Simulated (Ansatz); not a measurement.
# C2H8Si2: a ladder of functionals and wavefunction methods

One table from this session's results is given with a row withheld; the runs are named, their logs left out.

Program: Ansatz 0.2.0, Gaussian basis. Level of theory: functionals in def2-TZVPP, the program's frozen cores in correlated methods. These are calculated values, not measurements.

Levels to be run: LDA (SPW92), PBE-D4, revPBE-D4, BLYP-D4, r2SCAN-D4, B97M-V, PBE0-D4, B3LYP-D4, r2SCANh-D4, r2SCAN0-D4, HSE06-D4, BHLYP-D4, CAM-B3LYP-D4, LC-ωPBE, ωB97X-V, ωB97M-V, B2PLYP, PBE-QIDH; CCSD(T)/def2-SVP; CCSD(T)/def2-TZVPP; CCSD(T)/def2-QZVPP; extrapolation to the limit; RPA on PBE.

## The geometry

The geometry comes from an earlier relaxation with PBE0-D4 in a triple-zeta def2 set; it is a stationary point, not always the lowest conformer.

SMILES `[SiH3]/C=C/[SiH3]`, 12 atoms, charge 0, spin multiplicity 1.

Atoms are counted from 1 here; the program's logs count them from 0.

Bond lengths: Si1–C2 1.864 Å, Si1–H5 1.488 Å, Si1–H6 1.486 Å, Si1–H7 1.488 Å, C2–C3 1.337 Å, C2–H8 1.091 Å, C3–Si4 1.864 Å, C3–H9 1.091 Å, Si4–H10 1.488 Å, Si4–H11 1.486 Å, Si4–H12 1.488 Å. Angles: C2–Si1–H5 110.6°, C2–Si1–H6 108.8°, C2–Si1–H7 110.6°, H5–Si1–H6 109.5°, H5–Si1–H7 107.7°, H6–Si1–H7 109.5°, Si1–C2–C3 123.6°, Si1–C2–H8 118.1°, C3–C2–H8 118.3°, C2–C3–Si4 123.6°, C2–C3–H9 118.3°, Si4–C3–H9 118.1°, C3–Si4–H10 110.6°, C3–Si4–H11 108.8°, C3–Si4–H12 110.6°, H10–Si4–H11 109.5°, H10–Si4–H12 107.7°, H11–Si4–H12 109.5°.

The first run:

in.yaml

```yaml
crystal:
  periodic: [false, false, false]
  atoms:
    - {symbol: Si, position_ang: [-0.561041, 2.219271, 0.189559]}
    - {symbol: C, position_ang: [-0.544244, 0.356621, 0.118806]}
    - {symbol: C, position_ang: [0.557312, -0.365858, -0.111852]}
    - {symbol: Si, position_ang: [0.573829, -2.228454, -0.184043]}
    - {symbol: H, position_ang: [-1.044542, 2.689420, 1.516166]}
    - {symbol: H, position_ang: [0.818698, 2.721090, -0.042938]}
    - {symbol: H, position_ang: [-1.473532, 2.774936, -0.846471]}
    - {symbol: H, position_ang: [-1.486061, -0.172351, 0.273894]}
    - {symbol: H, position_ang: [1.499163, 0.163067, -0.266926]}
    - {symbol: H, position_ang: [1.491598, -2.785173, 0.846724]}
    - {symbol: H, position_ang: [-0.804746, -2.730528, 0.054778]}
    - {symbol: H, position_ang: [1.050566, -2.697241, -1.513598]}
basis:
  gaussian: {orbitals: def2-TZVPP}
hamiltonian: {xc: lda}
output: {orbitals: {seedname: orbitals}}
```

Started as:

```
$ ansatz run in.yaml --threads 2 --pin off --events-out ev --progress --plain --max-ram 32768MiB --backend cpu
```

Steps of the session up to this table: LDA; PBE-D4 (GGA); revPBE-D4 (GGA); BLYP-D4 (GGA); r2SCAN-D4 (meta-GGA); B97M-V (meta-GGA); B3LYP-D4 (hybrid); r2SCANh-D4 (hybrid); r2SCAN0-D4 (hybrid); HSE06-D4 (hybrid); BHLYP-D4 (hybrid); CAM-B3LYP-D4 (range-separated); LC-ωPBE (range-separated); ωB97X-V (range-separated); ωB97M-V (range-separated); B2PLYP (double hybrid); PBE-QIDH (double hybrid).

One table of the session follows, with a row left open; its other results are not shown here.

It belongs to the step «Frontier levels by functional». 

```
  functional  HOMO (eV)  gap (eV)
 LDA (SPW92)      -7.09      4.92
      PBE-D4      -6.97      4.99
   revPBE-D4      -6.92      5.02
     BLYP-D4      -6.80      5.00
   r2SCAN-D4          ?         ?
      B97M-V      -7.28      5.41
     PBE0-D4      -8.07      7.07
    B3LYP-D4      -7.84      6.66
  r2SCANh-D4      -7.60      6.15
  r2SCAN0-D4      -8.22      7.30
    HSE06-D4      -7.67      6.29
    BHLYP-D4      -8.99      9.13
CAM-B3LYP-D4      -9.35      9.54
     LC-ωPBE     -10.75     12.03
     ωB97X-V     -10.36     11.58
     ωB97M-V     -10.25     11.34
```

Estimate the missing values for r2SCAN-D4.

Worked estimate for «HOMO (eV)». Against the share of exact exchange, r2SCANh-D4 (0.1, -7.60), r2SCAN0-D4 (0.25, -8.22) give a slope of -4.13 per unit share; at 0 the line stands at -7.19.

As computed: HOMO (eV): -7.19; gap (eV): 5.38. In «HOMO (eV)» the line misses by 0.00.
